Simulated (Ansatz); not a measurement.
# AlFH4OSi2: a ladder of functionals and wavefunction methods

How much do the methods differ for AlFH4OSi2? The plan is to run it at one geometry with functionals of several rungs and with coupled cluster. The yardstick is the atomisation energy at the CCSD(T) limit.

Computed with Ansatz 0.2.0, Gaussian basis. Level: functionals in def2-TZVPP, the program's frozen cores in correlated methods.

Levels to be run: LDA (SPW92), PBE-D4, revPBE-D4, BLYP-D4, r2SCAN-D4, B97M-V, PBE0-D4, B3LYP-D4, r2SCANh-D4, r2SCAN0-D4, HSE06-D4, BHLYP-D4, CAM-B3LYP-D4, LC-ωPBE, ωB97X-V, ωB97M-V, B2PLYP, PBE-QIDH; CCSD(T)/def2-SVP; CCSD(T)/def2-TZVPP; MP2/def2-QZVPP; extrapolation to the limit; RPA on PBE.

### 1 The relaxed structure

The geometry comes from an earlier relaxation with PBE0-D4 in a triple-zeta def2 set; it is a stationary point, not always the lowest conformer.

SMILES `O[Si]1(F)[AlH][SiH2]1`, 9 atoms, charge 0, spin multiplicity 1.

Atoms are counted from 1 here; the program's logs count them from 0.

Bond lengths: O1–Si2 1.641 Å, O1–H6 0.960 Å, Si2–F3 1.610 Å, Si2–Al4 2.424 Å, Si2–Si5 2.308 Å, Al4–Si5 2.356 Å, Al4–H7 1.588 Å, Si5–H8 1.503 Å, Si5–H9 1.589 Å. Angles: Si2–O1–H6 117.0°, O1–Si2–F3 104.9°, O1–Si2–Al4 117.9°, O1–Si2–Si5 118.2°, F3–Si2–Al4 129.0°, F3–Si2–Si5 122.0°, Al4–Si2–Si5 59.7°, Si2–Al4–Si5 57.7°, Si2–Al4–H7 155.7°, Si5–Al4–H7 144.1°, Si2–Si5–Al4 62.6°, Si2–Si5–H8 146.4°, Si2–Si5–H9 80.6°, Al4–Si5–H8 147.2°, Al4–Si5–H9 55.6°, H8–Si5–H9 104.8°.

Coordinates:

```xyz
9
AlFH4OSi2
O    -0.9119    0.7925    1.9540
Si    0.0906    0.6439    0.6628
F     0.9618    1.9973    0.6564
Al    0.7365   -1.5907   -0.0198
Si   -0.7589   -0.2737   -1.2773
H    -1.0922    1.6824    2.2646
H     1.6617   -2.8806   -0.0605
H    -1.3933   -0.0088   -2.6134
H     0.7941   -0.4086   -1.5839
```

### 2 LDA

This LDA is Slater exchange with PW92 correlation.

in.yaml reads:

```yaml
crystal:
  periodic: [false, false, false]
  atoms:
    - {symbol: O, position_ang: [-0.911874, 0.792509, 1.954028]}
    - {symbol: Si, position_ang: [0.090626, 0.643934, 0.662835]}
    - {symbol: F, position_ang: [0.961812, 1.997296, 0.656406]}
    - {symbol: Al, position_ang: [0.736458, -1.590662, -0.019832]}
    - {symbol: Si, position_ang: [-0.758930, -0.273726, -1.277274]}
    - {symbol: H, position_ang: [-1.092181, 1.682363, 2.264575]}
    - {symbol: H, position_ang: [1.661734, -2.880552, -0.060475]}
    - {symbol: H, position_ang: [-1.393308, -0.008825, -2.613399]}
    - {symbol: H, position_ang: [0.794065, -0.408637, -1.583863]}
basis:
  gaussian: {orbitals: def2-TZVPP}
hamiltonian: {xc: lda}
output: {orbitals: {seedname: orbitals}}
```

The runs that follow: PBE-D4 (GGA); revPBE-D4 (GGA); BLYP-D4 (GGA); r2SCAN-D4 (meta-GGA); B97M-V (meta-GGA); PBE0-D4 (hybrid); B3LYP-D4 (hybrid); r2SCANh-D4 (hybrid); r2SCAN0-D4 (hybrid); HSE06-D4 (hybrid); BHLYP-D4 (hybrid); CAM-B3LYP-D4 (range-separated); LC-ωPBE (range-separated); ωB97X-V (range-separated); ωB97M-V (range-separated); B2PLYP (double hybrid); PBE-QIDH (double hybrid); CCSD(T) in def2-SVP; CCSD(T) in def2-TZVPP; MP2 in def2-QZVPP; RPA on PBE orbitals.

Before running them: what should the planned runs give, taken together? Wanted: atomisation energy, CCSD(T)/CBS; farthest beyond LDA; mean size of error, GGA; mean size of error, meta-GGA; mean size of error, hybrid; mean size of error, range-separated; mean size of error, double hybrid; gap, smallest and largest; T1 diagnostic.

The runs gave:

| quantity | value |
| --- | --- |
| atomisation energy, CCSD(T)/CBS | 29.899 eV |
| functionals within 0.149 eV (0.5 %) | r2SCAN-D4, ωB97X-V |
| farthest beyond LDA | BHLYP-D4 (-1.394 eV) |
| mean size of error, GGA | 0.437 eV |
| mean size of error, meta-GGA | 0.289 eV |
| mean size of error, hybrid | 0.575 eV |
| mean size of error, range-separated | 0.244 eV |
| mean size of error, double hybrid | 0.647 eV |
| gap, smallest and largest | 3.15 eV (LDA (SPW92)), 9.29 eV (LC-ωPBE) |
| T1 diagnostic | 0.0152 |
| triples share of the correlation energy | 3.8 % |

In words: The LDA atomisation energy is off by 4.338 eV (15 %): it overbinds. PBE-D4 is off by +0.196 eV. Double hybrids carry the basis error of their MP2 part in triple zeta, and no dispersion term here, so their miss is partly the set-up's. Taken by rung, range-separated functionals do best (0.244 eV on average) and double hybrid ones worst beyond LDA (0.647 eV). The gap between the best rungs is small, so their order is not settled. The reference freezes the cores and leaves out relativity and excitations past (T), so misses under about 0.149 eV can't be ranked. Hartree-Fock recovers 70 % of the binding; the rest is correlation. CCSD(T) in def2-SVP is off by -2.982 eV, so the small basis spoils what the method gains. Orbital gaps span 3.2 to 9.3 eV; exact exchange widens them.
